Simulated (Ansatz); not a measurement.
LiB2C2, space group P-3m1: a test of the smearing width, run with the Ansatz DFT code, driven from Python.

Input file `lib2c2.cif`:
```cif
data_LiB2C2
_cell_length_a 2.714644
_cell_length_b 2.714644
_cell_length_c 7.118053
_cell_angle_alpha 90.00000
_cell_angle_beta 90.00000
_cell_angle_gamma 120.00000
_symmetry_space_group_name_H-M 'P 1'
_symmetry_Int_Tables_number 1
loop_
_symmetry_equiv_pos_as_xyz
'x, y, z'
loop_
_atom_site_label
_atom_site_type_symbol
_atom_site_fract_x
_atom_site_fract_y
_atom_site_fract_z
Li1 Li    0.000000    0.000000    0.500000
B2 B    0.333333    0.666667    0.749813
B3 B    0.666667    0.333333    0.250187
C4 C    0.333333    0.666667    0.258219
C5 C    0.666667    0.333333    0.741781
```

The script, `smear.py`:
```python
"""How the energy of LiB2C2 depends on the smearing."""

import logging
import sys

import ansatz as az
from ase.io import read
from tabulate import tabulate

logging.basicConfig(stream=sys.stdout, format="%(name)s: %(message)s")
log = logging.getLogger("ansatz_job")
log.setLevel(logging.INFO)

atoms = read("lib2c2.cif")
system = az.Crystal.from_ase(atoms)

model = system.calculation().pseudopotentials("paw").functional("pbesol").basis(450).kpoints(11, 11, 4)

rows = []
for value in [0.3, 0.2, 0.1, 0.05]:
    data = model.occupations("fermi_dirac", width=value).run().report
    rows.append((value, data["free_energy_ev"] / len(data["lattice"]["sites"]), data["n_iterations"], data["n_kpoints"]))

print(tabulate(rows, headers=["width (eV)", "F/atom (eV)", "iterations", "k-points"], floatfmt=".4f", tablefmt="plain"))

# the last row is the reference
for row in rows[:-1]:
    shift = 1000 * (row[1] - rows[-1][1])
    log.info(f"{row[0]}: {shift:+.2f} meV/atom" + ("  (within 1 meV)" if abs(shift) < 1 else ""))
```

How much does the free energy per atom change between the narrowest and the widest smearing, and why?

Going from 0.05 to 0.3 eV changes F by -36.0 meV an atom. With this scheme F falls roughly as the square of the width; the report's estimate for zero width (energy_sigma0_ev) moves by only -1.8 meV.

The output:

```console
$ python smear.py
DeckWarning: the atoms were moved onto the symmetric positions of the space group found under crystal.symmetry.tolerance 1.0e-5 (fractional; no operation is sought that the atoms, as they stand in a round, miss by more than twice it, and no atom is moved by [...]
  width (eV)    F/atom (eV)    iterations    k-points
      0.3000      -200.3589             6          58
      0.2000      -200.3388             6          58
      0.1000      -200.3261             6          58
      0.0500      -200.3229             6          58
ansatz_job: 0.3: -35.97 meV/atom
ansatz_job: 0.2: -15.85 meV/atom
ansatz_job: 0.1: -3.19 meV/atom
```
(Warnings from the package without file and line, shortened.)

Reading the output:
- For a metal this k-point mesh is coarse: on a finer one energies can move by several to tens of meV an atom and pressures by half a GPa or more, differences at one mesh by less.
- The smearing is wide enough that free energy and stress hold a thermal part of the electrons.
- The narrowest width needs the finest mesh, so the last row is no converged reference.
- The structure comes from a database of computed cells and needn't be a stable or known phase.
- Timing: 8.2 s on 1 thread of Arm Neoverse V1 (shared host), peak memory 0.43 GiB.

(Lines on the test bed's own set-up are left out of the output.)
